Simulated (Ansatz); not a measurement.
# InH3F− ([InFH3]-): levels of theory compared

We compute a comparison of 6 runs (UHF/STO-3G, HSE06/STO-3G, r2SCAN0/STO-3G, CCSDT(Q)/STO-3G, CCSD/STO-3G, FCI/STO-3G) of InH3F− ([InFH3]-). 

The calculation is run with Ansatz 0.2.0.

4 further runs of the same task are left out: 4 that didn't finish.

## 1. The structure to begin with

The species is InH3F− (5 atoms), meant as a singlet with charge -1. As SMILES, `[H][In-]([H])([H])[F]`. The H5–In1 distance was set to 3.412 Å, away from the relaxed value. At this shape a bond of the SMILES string is far longer than usual.

Bond lengths: In1–F2 2.018 Å, In1–H3 1.705 Å, In1–H4 1.704 Å. Angles: F2–In1–H3 105.4°, F2–In1–H4 105.3°, H3–In1–H4 113.6°.

## 2. A single-point energy at UHF/STO-3G (run 1)

Contents of job.yaml:

```yaml
basis:
  gaussian:
    orbitals: STO-3G
crystal:
  periodic: [false, false, false]
  atoms:
    - symbol: In
      position_ang: [0.826335, 1.425132, 0.322287]
    - symbol: F
      position_ang: [0.834145, 1.402742, 2.340187]
    - symbol: H
      position_ang: [2.468455, 1.431672, -0.136543]
    - symbol: H
      position_ang: [-0.007635, 2.847352, -0.108323]
    - symbol: H
      position_ang: [-0.822880, -1.418880, -0.591010]
magnetization:
  spin_polarized: true
  initial_magnetization: 0
accuracy: high
total_charge: -1
hamiltonian:
  xc: hf
```

Run with:

```bash
$ ansatz run job.yaml --threads 1 --pin off --max-ram 2610MiB --events-out events.jsonl --progress --plain --runs-dir runs
```

Standard output:

```text
Warning: RAYON_NUM_THREADS=1 ignored (pool sized by the plan → 1); use --threads N
Functional definition: HF
  name "HF"
  exchange = exact_x
  correlation = 0
642 factors; integrals over basis functions are off by at most 3.8e-9 eV
mean field evaluation 1: about -157342.0839 eV, gradient 7.5e0 eV
mean field evaluation 2: about -157342.1051 eV, gradient 7.5e0 eV
mean field evaluation 4: about -157344.1697 eV, gradient 9.1e-1 eV
mean field evaluation 8: about -157344.1828 eV, gradient 2.7e-2 eV
mean field evaluation 16: about -157344.1828 eV, gradient 6.0e-5 eV
mean field evaluation 32: about -157345.8524 eV, gradient 9.3e-5 eV
mean field -157345.85242516 eV, -5782.3534237754 hartree, gradient 2.2e-8 eV, S^2 0.906462; 2 other end points of the search recorded, 0 dependent functions left out
reference -157345.85242516 eV, -5782.3534237754 hartree; 31, 31 occupied and 4, 4 virtual orbitals, 642 factors
Total energy: -157345.85242516 eV, -5782.3534237754 hartree
```

Wall time 1.1 s (1 thread of Arm Neoverse V2, shared host); peak memory 0.11 GiB.

## 3. A single-point energy at HSE06/STO-3G (run 2)

Contents of input.yaml:

```yaml
crystal:
  periodic: [false, false, false]
  atoms:
    - {symbol: In, position_ang: [0.826335, 1.425132, 0.322287]}
    - {symbol: F, position_ang: [0.834145, 1.402742, 2.340187]}
    - {symbol: H, position_ang: [2.468455, 1.431672, -0.136543]}
    - {symbol: H, position_ang: [-0.007635, 2.847352, -0.108323]}
    - {symbol: H, position_ang: [-0.822880, -1.418880, -0.591010]}
basis:
  gaussian: {orbitals: STO-3G}
total_charge: -1
hamiltonian: {xc: hse06}
accuracy: high
```

Run with:

```bash
$ ansatz run input.yaml --threads 1 --pin off --max-ram 2610MiB --events-out events.jsonl --progress --plain --runs-dir runs
```

Standard output:

```text
Warning: RAYON_NUM_THREADS=1 ignored (pool sized by the plan → 1); use --threads N
Functional definition: HSE06
  name "HSE06"
  parameter a = 0.25
  parameter omega = 0.11/bohr
  exchange = pbe_x - a*pbe_x_sr(omega) + a*exact_x_sr(omega)
  correlation = pbe_c
642 factors; integrals over basis functions are off by at most 3.8e-9 eV
55 factors; integrals over basis functions are off by at most 9.9e-10 eV
mean field evaluation 1: about -157361.9174 eV, gradient 9.7e1 eV
mean field evaluation 2: about -157364.1558 eV, gradient 2.9e1 eV
mean field evaluation 4: about -157328.1365 eV, gradient 1.2e2 eV
mean field evaluation 8: about -157382.3412 eV, gradient 4.8e1 eV
mean field evaluation 16: about -157401.9536 eV, gradient 7.3e-4 eV
mean field -157401.95356053 eV, -5784.4151024735 hartree, gradient 2.2e-8 eV, S^2 0.000000; 0 other end points of the search recorded, 0 dependent functions left out
reference -157401.95356253 eV, -5784.4151025470 hartree; 31, 31 occupied and 4, 4 virtual orbitals, 642 factors
Total energy: -157401.95356253 eV, -5784.4151025470 hartree
```

It took 2.5 s on 1 thread of Arm Neoverse V2, shared host; peak memory 0.12 GiB.

Run 3 isn't shown in full; the table further down has it.

## 4. The energy at CCSDT(Q)/STO-3G (run 4)

input.yaml: that of step 3 with these lines changed.

```diff
@@ -9,5 +9,10 @@
 basis:
-  gaussian: {orbitals: STO-3G}
+  gaussian:
+    orbitals: STO-3G
 total_charge: -1
-hamiltonian: {xc: hse06}
+correlation:
+  method: ccsdt_q
+  frozen_orbitals: {F: 1, H: 0, In: 18}
 accuracy: high
+scf:
+  omitted_lower_state_checks: [cluster_reference, increment]
```

Run with:

```bash
$ ansatz run input.yaml --threads 1 --pin off --max-ram 2610MiB --events-out events.jsonl --progress --plain --runs-dir runs
```

Standard output:

```text
Warning: RAYON_NUM_THREADS=1 ignored (pool sized by the plan → 1); use --threads N
[... 11 lines left out ...]
19 core orbitals not correlated: weight in the atoms' cores, before any rotation towards them, 1.000 or more for the frozen orbitals, at most 0.000 for the correlated occupied ones
[... 37 lines left out ...]
WARN: these amplitudes may be one of several solutions (largest doubles amplitude 0.60, level shift 3.35 eV)
Total energy: -157347.70898598 eV, -5782.4216511269 hartree
Checks for a lower state left out: cluster_reference, increment
```

Wall time 1.1 s (1 thread of Arm Neoverse V2, shared host); peak memory 0.089 GiB.

Run 5 isn't shown in full; the table further down has it.

## 5. The energy at FCI/STO-3G (run 6)

Contents of job.yaml:

```yaml
crystal:
  periodic: [false, false, false]
  atoms:
    - {symbol: In, position_ang: [0.826335, 1.425132, 0.322287]}
    - {symbol: F, position_ang: [0.834145, 1.402742, 2.340187]}
    - {symbol: H, position_ang: [2.468455, 1.431672, -0.136543]}
    - {symbol: H, position_ang: [-0.007635, 2.847352, -0.108323]}
    - {symbol: H, position_ang: [-0.822880, -1.418880, -0.591010]}
basis:
  gaussian:
    orbitals: STO-3G
correlation:
  method: fci
  frozen_orbitals: {F: 1, H: 0, In: 18}
accuracy: high
total_charge: -1
```

Run with:

```bash
$ ansatz run job.yaml --threads 1 --pin off --max-ram 2610MiB --events-out events.jsonl --progress --plain --runs-dir runs
```

Standard output (excerpt; [...] marks lines left out):

```text
Warning: RAYON_NUM_THREADS=1 ignored (pool sized by the plan → 1); use --threads N
[... 2 set-up lines as earlier in the session ...]
[...]
642 factors; integrals over basis functions are off by at most 3.8e-9 eV
[...]
mean field -157344.18283691 eV, -5782.2920675387 hartree, gradient 1.2e-8 eV, S^2 0.000000; 0 other end points of the search recorded, 0 dependent functions left out; unrestricted orbitals would lower it
[...]
unrestricted determinant -157345.85242516 eV, -5782.3534237752 hartree, S^2 0.9065
19 core orbitals not correlated: weight in the atoms' cores, before any rotation towards them, 1.000 or more for the frozen orbitals, at most 0.000 for the correlated occupied ones
reference -157344.18283691 eV, -5782.2920675387 hartree; 12, 12 occupied and 4, 4 virtual orbitals, 642 factors
state -157347.71079822 eV, -5782.4217177257 hartree
Total energy: -157347.71079822 eV, -5782.4217177257 hartree
```

It took 12 s on 1 thread of Arm Neoverse V2, shared host; peak memory 0.31 GiB.

## 6. Overview of the runs

```
run            level  frozen core orbitals   energy (Eh)  wall time
  1       UHF/STO-3G                     –  -5782.353424      1.1 s
  2     HSE06/STO-3G                     –  -5784.415103      2.5 s
  3   r2SCAN0/STO-3G                     –  -5785.014763      4.5 s
  4  CCSDT(Q)/STO-3G                    19  -5782.421651      1.1 s
  5      CCSD/STO-3G                    19  -5782.416287     0.58 s
  6       FCI/STO-3G                    19  -5782.421718       12 s
```

## 7. Summary of results

| quantity | value |
| --- | --- |
| run 6: total energy | -5782.42172 Eh |
| run 6: correlation energy (19 core orbitals frozen) | -129.7 mEh |

In words: Against full CI in this basis: UHF +68.3 mEh; CCSDT(Q) +0.1 mEh; CCSD +5.4 mEh. Totals of different functionals can't be ranked against each other. In run 5 the T1 diagnostic is large, so a single reference may not serve. In runs 4, 5 the log says that unrestricted orbitals would lower the reference, so the values rest on an unstable closed-shell determinant (other closed-shell runs at this shape may share the fault). In runs 1, 2, 3, 4, 5, 6 the basis is minimal, so the values are rough. In runs 1, 2, 3, 4, 5, 6 relativity is left out where basis or elements ask for it. Spin contamination of the reference: run 1 ⟨S²⟩ = 0.91. Where it is this large, the reference is a mixture of spin states, and values that rest on it are in doubt. All runs together took 21 s, the longest 12 s.
